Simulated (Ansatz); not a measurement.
# C8H18O2Si: a ladder of functionals and wavefunction methods

Aim: compute C8H18O2Si with functionals from several rungs and with coupled cluster. The yardstick is the atomisation energy at the CCSD(T) limit.

Computed with Ansatz 0.2.0, Gaussian basis. Level: functionals in def2-TZVPP, the program's frozen cores in correlated methods.

Levels to be run: LDA (SPW92), PBE-D4, revPBE-D4, BLYP-D4, r2SCAN-D4, B97M-V, PBE0-D4, B3LYP-D4, r2SCANh-D4, r2SCAN0-D4, HSE06-D4, BHLYP-D4, CAM-B3LYP-D4, LC-ωPBE, ωB97X-V, ωB97M-V, B2PLYP, PBE-QIDH; CCSD(T)/def2-SVP; CCSD(T)/def2-TZVPP; MP2/def2-QZVPP; extrapolation to the limit.

2 further runs of the same task are left out: 2 set aside as unsound or not needed.

### 1 Structure used throughout

The geometry comes from an earlier relaxation with PBE0-D4 in a triple-zeta def2 set; it is a stationary point, not always the lowest conformer.

29 atoms, charge 0, spin multiplicity 1.

Atoms are counted from 1 here; the program's logs count them from 0.

Bond lengths: C1–C2 1.521 Å, C1–H12 1.093 Å, C1–H13 1.092 Å, C1–H14 1.090 Å, C2–C3 1.519 Å, C2–C4 1.521 Å, C2–O5 1.433 Å, C3–H15 1.092 Å, C3–H16 1.092 Å, C3–H17 1.092 Å, C4–H18 1.093 Å, C4–H19 1.092 Å, C4–H20 1.090 Å, O5–Si6 1.632 Å, Si6–O7 1.657 Å, O7–C8 1.427 Å, C8–C9 1.521 Å, C8–C10 1.521 Å and more. Angles: C2–C1–H12 110.3°, C2–C1–H13 110.2°, C2–C1–H14 110.6°, H12–C1–H13 108.3°, H12–C1–H14 108.7°, H13–C1–H14 108.8°, C1–C2–C3 110.5°, C1–C2–C4 111.1°, C1–C2–O5 109.3°, C3–C2–C4 110.6°, C3–C2–O5 105.9°, C4–C2–O5 109.3°, C2–C3–H15 110.7°, C2–C3–H16 110.3°, C2–C3–H17 110.3°, H15–C3–H16 108.6°, H15–C3–H17 108.6°, H16–C3–H17 108.3° and more.

### 2 LDA

This LDA is Slater exchange with PW92 correlation.

in.yaml

```yaml
crystal:
  periodic: [false, false, false]
  atoms:
    - {symbol: C, position_ang: [0.492057, 0.910112, 2.227625]}
    - {symbol: C, position_ang: [-0.349786, 1.861298, 1.390724]}
    - {symbol: C, position_ang: [-0.420804, 3.229325, 2.047820]}
    - {symbol: C, position_ang: [-1.746774, 1.302459, 1.167347]}
    - {symbol: O, position_ang: [0.285993, 2.067646, 0.123072]}
    - {symbol: Si, position_ang: [0.749572, 1.211206, -1.186295]}
    - {symbol: O, position_ang: [0.301107, -0.330568, -0.777748]}
    - {symbol: C, position_ang: [0.432268, -1.568208, -1.475619]}
    - {symbol: C, position_ang: [-0.926759, -2.247397, -1.411212]}
    - {symbol: C, position_ang: [1.476694, -2.391531, -0.737058]}
    - {symbol: C, position_ang: [0.849296, -1.357347, -2.924499]}
    - {symbol: H, position_ang: [0.054643, 0.792858, 3.222022]}
    - {symbol: H, position_ang: [1.503916, 1.304984, 2.343260]}
    - {symbol: H, position_ang: [0.549323, -0.069792, 1.753131]}
    - {symbol: H, position_ang: [-0.897326, 3.161731, 3.028552]}
    - {symbol: H, position_ang: [-0.997152, 3.917943, 1.426948]}
    - {symbol: H, position_ang: [0.582537, 3.640326, 2.175412]}
    - {symbol: H, position_ang: [-2.269720, 1.198075, 2.121052]}
    - {symbol: H, position_ang: [-2.325082, 1.977202, 0.532184]}
    - {symbol: H, position_ang: [-1.696718, 0.324726, 0.687417]}
    - {symbol: H, position_ang: [-0.893061, -3.228031, -1.891427]}
    - {symbol: H, position_ang: [-1.679365, -1.639723, -1.918226]}
    - {symbol: H, position_ang: [-1.233850, -2.379973, -0.371869]}
    - {symbol: H, position_ang: [2.447073, -1.890916, -0.767709]}
    - {symbol: H, position_ang: [1.187823, -2.519153, 0.308090]}
    - {symbol: H, position_ang: [1.583503, -3.379514, -1.190820]}
    - {symbol: H, position_ang: [1.824496, -0.869487, -2.990795]}
    - {symbol: H, position_ang: [0.122600, -0.736354, -3.454165]}
    - {symbol: H, position_ang: [0.913897, -2.319996, -3.436716]}
basis:
  gaussian: {orbitals: def2-TZVPP}
hamiltonian: {xc: lda}
output: {orbitals: {seedname: orbitals}}
```

The run is started by

```
ansatz run in.yaml --threads 4 --pin off --events-out ev --progress --plain --max-ram 66560MiB --backend cuda --devices 0, --max-vram 37GiB
```

The runs that follow: PBE-D4 (GGA); revPBE-D4 (GGA); BLYP-D4 (GGA); r2SCAN-D4 (meta-GGA); B97M-V (meta-GGA); B3LYP-D4 (hybrid); r2SCANh-D4 (hybrid); r2SCAN0-D4 (hybrid); HSE06-D4 (hybrid); BHLYP-D4 (hybrid); CAM-B3LYP-D4 (range-separated); LC-ωPBE (range-separated); ωB97X-V (range-separated); ωB97M-V (range-separated); B2PLYP (double hybrid); PBE-QIDH (double hybrid); CCSD(T) in def2-SVP; CCSD(T) in def2-TZVPP; MP2 in def2-QZVPP.

Before running them: what should the planned runs give, taken together? Wanted: atomisation energy, CCSD(T)/CBS; farthest beyond LDA; mean size of error, GGA; mean size of error, meta-GGA; mean size of error, hybrid; mean size of error, range-separated; mean size of error, double hybrid; gap, smallest and largest; T1 diagnostic.

The runs gave:

| quantity | value |
| --- | --- |
| atomisation energy, CCSD(T)/CBS | 11761.8 kJ/mol |
| functionals within 58.8 kJ/mol (0.5 %) | revPBE-D4, BLYP-D4, r2SCAN-D4, B97M-V, PBE0-D4, B3LYP-D4, r2SCANh-D4, HSE06-D4, CAM-B3LYP-D4, LC-ωPBE, ωB97X-V, ωB97M-V, PBE-QIDH |
| farthest beyond LDA | BHLYP-D4 (-297.5 kJ/mol) |
| mean size of error, GGA | 101.5 kJ/mol |
| mean size of error, meta-GGA | 17.9 kJ/mol |
| mean size of error, hybrid | 92.2 kJ/mol |
| mean size of error, range-separated | 38.2 kJ/mol |
| mean size of error, double hybrid | 88.7 kJ/mol |
| gap, smallest and largest | 3.70 eV (LDA (SPW92)), 10.44 eV (LC-ωPBE) |
| T1 diagnostic | 0.0121 |
| triples share of the correlation energy | 3.9 % |

In words: The LDA atomisation energy is off by 1644.1 kJ/mol (14 %): it overbinds. PBE-D4 is off by +213.8 kJ/mol. Double hybrids carry the basis error of their MP2 part in triple zeta, and no dispersion term here, so their miss is partly the set-up's. The rungs meta-GGA, range-separated miss on average by less than the doubt on the reference (58.8 kJ/mol), so they tie. Misses under about 58.8 kJ/mol are within the doubt on the reference itself, which lacks core-valence correlation, relativity and higher excitations. Hartree-Fock recovers 74 % of the binding; the rest is correlation. CCSD(T) in def2-SVP is off by -497.5 kJ/mol, so the small basis spoils what the method gains. The gap grows from 3.7 to 10.4 eV across the functionals, mostly with the share of exact exchange.
